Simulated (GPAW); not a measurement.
AlSn:

```
Sn Al
1.0
     4.19811    0.00000    0.00000
    -2.09905    3.63567    0.00000
     0.00000    0.00000    3.30685
Sn Al
1 1
Direct
  0.33333 0.66667 0.50000
  0.00000 0.00000 0.00000
```

The cell comes from a database or a generator and needn't be the stable form of this composition.

Program: GPAW 26.7.0. Alike in all runs: cell as given; smearing fermi-dirac 0.05 eV.

Order these runs on this cell by their pressure, lowest first.
A. level PBEsol; potentials or basis PAW data sets generated in the run's folder for this functional, pw; spin SOC, no magnetisation; k mesh 7 × 7 × 8; cutoff (eV) 600; maxiter 150; band path GMKGALHA,LM,KH; band points 100; spin axis theta (degrees) 90; spin axis phi (degrees) 0
B. level r2SCAN; potentials or basis JTH PAW 2.0, PBE, pw; spin off; k mesh 6 × 6 × 7; cutoff (eV) 500; maxiter 120
C. level PBE; potentials or basis GPAW PAW data sets (gpaw-data 1.2.1), pw; spin off; k mesh 7 × 7 × 8; cutoff (eV) 600; maxiter 150

A (-1.9 GPa), C (0.1 GPa), B (2.1 GPa).

Caveats: spin-orbit coupling was added after a scalar SCF, so levels and gaps hold it while energy, forces, pressure and moments don't (some runs); the cutoff is short for stress and forces, so pressures can be off by a GPa or more (some runs); the program truncates these outside data sets (some runs); the PAW data sets were made with another functional, which shifts forces and pressure a little (some runs).

Not every run made on this cell is shown here.
